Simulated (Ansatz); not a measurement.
**VWC2 in Ansatz: the effect of fixed moment**

Crystal: VWC2.

```
W V C
1.0
     1.51704    0.87586    4.93389
    -1.51704    0.87586    4.93389
     0.00000   -1.75173    4.93389
W V C
1 1 2
Cartesian
  0.0000 0.0000 0.0000
  0.0000 0.0000 7.4008
  0.0000 0.0000 3.6485
  0.0000 0.0000 11.1532
```

The cell comes from a database or a generator and needn't be the stable form of this composition.

Alike in all runs:

| Quantity | Value |
| --- | --- |
| Program | Ansatz 0.2.0 |
| Task | single point |
| Functional | PBEsol |
| Potentials or basis | Ansatz PAW |
| Cutoff | 420 eV (not typed: the program's choice for these potentials) |
| k mesh | 9 × 9 × 9 |
| Occupations | fermi-dirac, width 0.05 eV |

```tsv
fixed moment	spin	starting moments	energy over the lowest run (meV/atom)	pressure (GPa)	largest force (eV/Å)
0	collinear spin, program default start	-	0.0	-10.6	0.11
0.5	collinear spin, ferromagnetic start	[0.0, 0.5, 0.0, 0.0] μB	6.8	-10.1	0.11
1	collinear spin, ferromagnetic start	[0.0, 1.0, 0.0, 0.0] μB	30.1	-8.8	0.18
1.5	collinear spin, ferromagnetic start	[0.0, 1.5, 0.0, 0.0] μB	73.7	-6.9	0.34
2	collinear spin, ferromagnetic start	[0.0, 2.0, 0.0, 0.0] μB	140.4	-4.4	0.44
2.5	collinear spin, ferromagnetic start	[0.0, 2.5, 0.0, 0.0] μB	?	?	?
3	collinear spin, ferromagnetic start	[0.0, 3.0, 0.0, 0.0] μB	366.5	2.6	0.59
4	collinear spin, ferromagnetic start	[0.0, 4.0, 0.0, 0.0] μB	766.2	12.1	0.75
```

Q: What does the run with fixed moment 2.5 give?

A: Energy over the lowest run 236.2 meV/atom; pressure -1.1 GPa; largest force 0.54 eV/Å.

Worked out: A parabola through the other rows of the energy over the lowest run, of slope 246 meV/atom per unit of fixed moment there, gives 251.0 meV/atom, against the run's 236.2. A parabola through the other rows of the pressure, of slope 6.97 GPa per unit of fixed moment there, gives -1.2 GPa, against the run's -1.1. A parabola through the other rows of the largest force, of slope 0.176 eV/Å per unit of fixed moment there, gives 0.49 eV/Å, against the run's 0.54.

Caveats: the total moment is fixed, so each spin has its own Fermi level; the PAW data sets come from PBE, with cores solved anew for the run's functional, which leaves a small shift of forces and pressure; the thresholds are loose for stress.
